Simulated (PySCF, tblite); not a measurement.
# C6H11N: a rotation path, then NMR shifts on frames, part 2 of 2

tblite 0.8.0 and PySCF 2.14.0. Atoms count from 0.

## (5) Shielding tensors: image 4, PBE0/pcSseg-1

What the job is given:

```
{"job": {"kind": "nmr", "xc": "PBE0", "basis": "pcSseg-1", "pop": false}, "charge": 0, "multiplicity": 1}
C      3.835100    -0.316600    -0.929200
C      2.938600    -0.035100    -0.189000
C      1.838900     0.272700     0.700900
C      0.573800    -0.535500     0.352000
N     -0.510200     0.348300    -0.026800
C     -1.720000    -0.365200    -0.386400
C     -2.836800     0.614900    -0.710500
H      4.624600    -0.549800    -1.579100
H      1.609300     1.337500     0.614700
H      2.152800     0.073100     1.728700
H      0.774300    -1.185500    -0.505600
H      0.297400    -1.188200     1.200400
H     -0.715200     0.992200     0.734000
H     -2.047800    -1.055900     0.413000
H     -1.492000    -0.973200    -1.268200
H     -3.710700     0.082700    -1.077000
H     -3.121300     1.175600     0.177400
H     -2.499400     1.314300    -1.471100
```

With the program's defaults for keys left out, this is: GIAO PBE0/pcSseg-1 NMR shielding, non-relativistic, gas phase.

Standard output:

```text
coarse grid: 14400 points
cycle   1  E = -289.4374356977  dE =  7.328e-01  |g| = 4.613e-01  |ddm| = 3.767e+00
cycle   2  E = -289.4396508943  dE = -2.215e-03  |g| = 4.655e-01  |ddm| = 1.041e+00
cycle   3  E = -289.4925822753  dE = -5.293e-02  |g| = 7.050e-02  |ddm| = 5.221e-01
cycle   4  E = -289.4933733938  dE = -7.911e-04  |g| = 3.536e-02  |ddm| = 8.476e-02
cycle   5  E = -289.4936151395  dE = -2.417e-04  |g| = 1.485e-02  |ddm| = 3.219e-02
cycle   6  E = -289.4936655160  dE = -5.038e-05  |g| = 3.749e-03  |ddm| = 1.279e-02
cycle   7  E = -289.4936687446  dE = -3.229e-06  |g| = 7.235e-04  |ddm| = 2.971e-03
final grid: 137336 points
cycle   8  E = -289.5356801827  dE = -4.301e-05  |g| = 8.505e-03  |ddm| = 3.787e-02
cycle   9  E = -289.5356768204  dE =  3.362e-06  |g| = 9.321e-03  |ddm| = 1.649e-02
cycle  10  E = -289.5356987301  dE = -2.191e-05  |g| = 1.159e-03  |ddm| = 8.818e-03
cycle  11  E = -289.5356990131  dE = -2.830e-07  |g| = 4.137e-04  |ddm| = 1.110e-03
cycle  12  E = -289.5356990501  dE = -3.695e-08  |g| = 1.538e-04  |ddm| = 3.738e-04
cycle  13  E = -289.5356990555  dE = -5.435e-09  |g| = 3.194e-05  |ddm| = 1.415e-04
cycle  14  E = -289.5356990557  dE = -2.107e-10  |g| = 7.734e-06  |ddm| = 3.160e-05
converged SCF energy = -289.5356990557

GIAO shielding tensors (ppm)
atom      isotropic    diamagn.    paramagn.     s11        s22        s33       span
  0 C      111.607     256.179    -144.571     39.620     46.919    248.283    208.663
  1 C       96.897     260.011    -163.114    -12.148      5.526    297.312    309.460
  2 C      164.784     247.981     -83.197    146.753    164.061    183.538     36.786
  3 C      130.591     246.415    -115.824    109.719    122.119    159.935     50.216
  4 N      193.391     321.995    -128.605    137.933    209.133    233.106     95.174
  5 C      136.991     245.393    -108.401    116.007    126.717    168.251     52.244
  6 C      168.991     245.895     -76.904    154.771    164.800    187.403     32.632
  7 H       30.208      33.588      -3.381     25.117     25.247     40.259     15.141
  8 H       29.604      29.326       0.279     24.821     30.182     33.810      8.990
  9 H       29.059      27.112       1.947     23.898     28.483     34.797     10.899
 10 H       28.871      32.384      -3.514     24.563     28.884     33.166      8.604
 11 H       28.397      31.972      -3.575     24.119     28.294     32.779      8.660
 12 H       32.155      36.413      -4.258     23.624     34.792     38.050     14.426
 13 H       28.999      30.903      -1.905     24.888     27.993     34.116      9.228
 14 H       29.097      31.478      -2.381     24.692     28.853     33.746      9.054
 15 H       30.481      27.028       3.452     26.247     27.620     37.575     11.328
 16 H       30.757      29.261       1.495     26.845     29.040     36.386      9.541
 17 H       30.247      29.191       1.056     26.309     28.645     35.786      9.478
```

Run time: 20 s. Hardware: 1 thread of Intel Xeon Platinum 8559C, shared host; peak memory 0.82 GiB.

Key values: δ C1 90.0, C0 75.3, C3 56.3, C5 49.9, H11 3.32, H10 2.85 ppm.

## (6) NMR shieldings: image 6, PBE0/pcSseg-1

What the job is given:

```
{"job": {"kind": "nmr", "xc": "PBE0", "basis": "pcSseg-1", "pop": false}, "charge": 0, "multiplicity": 1}
C      3.508700    -0.020800    -1.198000
C      2.760900     0.068500    -0.269000
C      1.859000     0.119300     0.862600
C      0.541300    -0.615200     0.573100
N     -0.429400     0.280500    -0.019100
C     -1.680100    -0.374800    -0.345000
C     -2.673300     0.630200    -0.908200
H      4.162500    -0.080400    -2.015900
H      1.644800     1.164500     1.101100
H      2.354800    -0.333100     1.725600
H      0.722000    -1.423800    -0.142300
H      0.163400    -1.075700     1.505600
H     -0.611400     1.057500     0.612700
H     -2.122000    -0.887100     0.530700
H     -1.461800    -1.141300    -1.095800
H     -3.574900     0.123300    -1.241800
H     -2.948600     1.360400    -0.150200
H     -2.224900     1.154500    -1.747800
```

Method: GIAO PBE0/pcSseg-1 NMR shielding, non-relativistic, gas phase.

Standard output:

```text
coarse grid: 14400 points
cycle   1  E = -289.4372657638  dE =  7.370e-01  |g| = 4.661e-01  |ddm| = 3.763e+00
cycle   2  E = -289.4381768930  dE = -9.111e-04  |g| = 4.762e-01  |ddm| = 1.039e+00
cycle   3  E = -289.4938024611  dE = -5.563e-02  |g| = 6.936e-02  |ddm| = 5.094e-01
cycle   4  E = -289.4946013684  dE = -7.989e-04  |g| = 3.201e-02  |ddm| = 7.382e-02
cycle   5  E = -289.4947940717  dE = -1.927e-04  |g| = 1.349e-02  |ddm| = 2.854e-02
cycle   6  E = -289.4948342221  dE = -4.015e-05  |g| = 4.198e-03  |ddm| = 1.174e-02
cycle   7  E = -289.4948383570  dE = -4.135e-06  |g| = 7.072e-04  |ddm| = 3.160e-03
final grid: 137336 points
cycle   8  E = -289.5376240404  dE = -4.145e-05  |g| = 8.536e-03  |ddm| = 4.059e-02
cycle   9  E = -289.5376203315  dE =  3.709e-06  |g| = 9.432e-03  |ddm| = 1.629e-02
cycle  10  E = -289.5376427540  dE = -2.242e-05  |g| = 1.144e-03  |ddm| = 8.654e-03
cycle  11  E = -289.5376430259  dE = -2.719e-07  |g| = 4.053e-04  |ddm| = 1.058e-03
cycle  12  E = -289.5376430613  dE = -3.542e-08  |g| = 1.522e-04  |ddm| = 3.599e-04
cycle  13  E = -289.5376430666  dE = -5.305e-09  |g| = 2.993e-05  |ddm| = 1.253e-04
cycle  14  E = -289.5376430668  dE = -1.808e-10  |g| = 7.448e-06  |ddm| = 2.789e-05
converged SCF energy = -289.5376430668

GIAO shielding tensors (ppm)
atom      isotropic    diamagn.    paramagn.     s11        s22        s33       span
  0 C      113.004     257.386    -144.382     40.160     45.500    253.350    213.190
  1 C       96.292     260.329    -164.037    -10.315      4.072    295.120    305.435
  2 C      163.685     248.172     -84.487    154.132    158.869    178.054     23.923
  3 C      130.272     246.610    -116.338    111.837    124.418    154.559     42.722
  4 N      194.018     322.310    -128.292    138.981    212.346    230.726     91.745
  5 C      136.850     245.439    -108.590    116.042    126.549    167.958     51.917
  6 C      168.921     246.110     -77.190    154.708    164.715    187.339     32.631
  7 H       30.334      34.059      -3.725     25.052     25.329     40.620     15.568
  8 H       29.731      29.601       0.130     25.682     29.368     34.142      8.460
  9 H       29.137      26.697       2.440     23.629     28.361     35.420     11.792
 10 H       28.858      31.940      -3.082     25.204     28.798     32.572      7.368
 11 H       28.519      31.942      -3.423     23.846     28.165     33.546      9.700
 12 H       32.304      36.686      -4.382     23.787     34.747     38.378     14.590
 13 H       28.969      30.817      -1.849     24.938     27.857     34.111      9.174
 14 H       29.104      31.526      -2.422     24.691     28.772     33.849      9.158
 15 H       30.483      27.239       3.244     26.260     27.610     37.580     11.320
 16 H       30.759      29.499       1.260     26.876     29.014     36.386      9.510
 17 H       30.205      29.549       0.656     26.237     28.678     35.700      9.462
```

Wall time 20 s (1 thread of Intel Xeon Platinum 8559C, shared host); peak memory 0.82 GiB.

This run: δ C1 90.6, C0 73.9, C3 56.7, C5 50.1, H11 3.20, H10 2.86 ppm.

## (7) Nuclear shieldings: image 8, PBE0/pcSseg-1

What the job is given:

```
{"job": {"kind": "nmr", "xc": "PBE0", "basis": "pcSseg-1", "pop": false}, "charge": 0, "multiplicity": 1}
C      3.153900     0.334600    -1.331700
C      2.577600     0.159100    -0.298400
C      1.887900    -0.061900     0.956300
C      0.511100    -0.698000     0.740800
N     -0.343400     0.177000    -0.031200
C     -1.664500    -0.363300    -0.275800
C     -2.496800     0.617600    -1.088600
H      3.653000     0.491900    -2.240400
H      1.773200     0.896900     1.471600
H      2.493800    -0.719600     1.586400
H      0.624000    -1.629900     0.177000
H      0.077900    -0.952800     1.728600
H     -0.422300     1.079500     0.430200
H     -2.195600    -0.613300     0.662900
H     -1.537300    -1.293100    -0.839500
H     -3.462100     0.181100    -1.331300
H     -2.662200     1.535900    -0.528700
H     -1.977000     0.864600    -2.009800
```

Method: GIAO PBE0/pcSseg-1 NMR shielding, non-relativistic, gas phase.

Standard output:

```text
coarse grid: 14400 points
cycle   1  E = -289.4395829793  dE =  7.368e-01  |g| = 4.691e-01  |ddm| = 3.756e+00
cycle   2  E = -289.4395554164  dE =  2.756e-05  |g| = 4.830e-01  |ddm| = 1.084e+00
cycle   3  E = -289.4968449001  dE = -5.729e-02  |g| = 6.960e-02  |ddm| = 5.340e-01
cycle   4  E = -289.4976719393  dE = -8.270e-04  |g| = 3.023e-02  |ddm| = 7.652e-02
cycle   5  E = -289.4978444818  dE = -1.725e-04  |g| = 1.215e-02  |ddm| = 2.814e-02
cycle   6  E = -289.4978752789  dE = -3.080e-05  |g| = 4.595e-03  |ddm| = 1.100e-02
cycle   7  E = -289.4978802975  dE = -5.019e-06  |g| = 6.975e-04  |ddm| = 3.353e-03
final grid: 137336 points
cycle   8  E = -289.5397770641  dE = -4.379e-05  |g| = 8.655e-03  |ddm| = 4.343e-02
cycle   9  E = -289.5397729427  dE =  4.121e-06  |g| = 9.620e-03  |ddm| = 1.640e-02
cycle  10  E = -289.5397962746  dE = -2.333e-05  |g| = 1.163e-03  |ddm| = 8.886e-03
cycle  11  E = -289.5397965555  dE = -2.809e-07  |g| = 3.954e-04  |ddm| = 1.048e-03
cycle  12  E = -289.5397965889  dE = -3.343e-08  |g| = 1.543e-04  |ddm| = 3.530e-04
cycle  13  E = -289.5397965943  dE = -5.442e-09  |g| = 2.987e-05  |ddm| = 1.335e-04
cycle  14  E = -289.5397965945  dE = -1.835e-10  |g| = 6.908e-06  |ddm| = 2.686e-05
converged SCF energy = -289.5397965945

GIAO shielding tensors (ppm)
atom      isotropic    diamagn.    paramagn.     s11        s22        s33       span
  0 C      111.787     258.458    -146.671     38.475     42.202    254.685    216.210
  1 C       98.341     261.810    -163.469     -3.311      4.151    294.183    297.494
  2 C      163.394     248.214     -84.820    151.881    162.831    175.468     23.587
  3 C      132.125     246.256    -114.131    111.877    128.443    156.054     44.177
  4 N      197.015     322.377    -125.361    148.638    213.976    228.432     79.794
  5 C      137.192     245.159    -107.967    116.174    127.538    167.865     51.691
  6 C      168.858     246.185     -77.327    154.708    164.798    187.070     32.362
  7 H       30.365      34.734      -4.369     24.921     25.424     40.750     15.829
  8 H       29.469      29.351       0.118     25.396     28.278     34.732      9.336
  9 H       29.181      26.313       2.868     23.809     27.935     35.799     11.990
 10 H       28.933      31.529      -2.597     25.260     28.255     33.283      8.023
 11 H       28.744      31.465      -2.722     24.342     27.747     34.142      9.800
 12 H       32.279      36.810      -4.530     23.917     34.549     38.371     14.454
 13 H       28.827      30.599      -1.772     24.556     27.680     34.244      9.688
 14 H       29.087      31.386      -2.300     24.723     28.659     33.878      9.155
 15 H       30.495      27.399       3.095     26.247     27.611     37.627     11.380
 16 H       30.736      29.780       0.957     26.880     29.019     36.309      9.428
 17 H       30.176      29.886       0.290     26.172     28.701     35.656      9.484
```

Wall time 20 s (1 thread of Intel Xeon Platinum 8559C, shared host); peak memory 0.96 GiB.

Key values: δ C1 88.6, C0 75.1, C3 54.8, C5 49.7, H11 2.97, H13 2.89 ppm.

## (8) Comparing the runs: NMR shifts

Shifts (ppm) of some atoms, chosen among heavy atoms and hydrogens apart, with basis size and wall time:

```
  frame    C1    C0    C3    C2    H8    H9    N4  functions  time
image 0  87.2  75.1  56.3  23.2  2.64  2.23  70.9        174  20 s
image 2  88.2  75.7  55.9  22.3  2.41  2.54  72.2        174  20 s
image 4  90.0  75.3  56.3  22.1  2.11  2.66  74.3        174  20 s
image 6  90.6  73.9  56.7  23.2  1.99  2.58  73.7        174  20 s
image 8  88.6  75.1  54.8  23.5  2.25  2.54  70.7        174  20 s
```

## (9) What came out

What follows sums up all 2 parts.

```
                                       quantity                                                                  value
                                        barrier                                     0.105 eV (2.4 kcal/mol) at image 4
                          end to end (GFN2-xTB)                                                               0.041 eV
¹³C shifts against TMS (PBE0/pcSseg-1, image 0)                                 87.2, 75.1, 56.3, 49.8, 23.2, 18.2 ppm
 ¹H shifts against TMS (PBE0/pcSseg-1, image 0)  3.11, 2.93, 2.78, 2.67, 2.64, 2.23, 1.43, 1.34, 1.24, 0.95, -0.45 ppm
¹⁵N shifts against NH3 (PBE0/pcSseg-1, image 0)                                                               70.9 ppm
                       range of the shift of N4                                                       70.7 to 74.3 ppm
```

**Reading.** Along the band the dihedral turns by 113°, and the top (dihedral -118°) lies 2.4 kcal/mol above the start (GFN2-xTB, rough), so at room temperature this motion is fast. Ends this close can change order at a higher level. The top was not checked by a frequency run. Shifts at one fixed geometry are not the observed spectrum, which averages over the motion. In the first frame run (image 0): Shielding is most anisotropic at C1 (span 297 ppm, paramagnetic term -159 ppm). Across the 5 runs the shift of N4 moves most, between 70.7 (image 8) and 74.3 ppm (image 4).
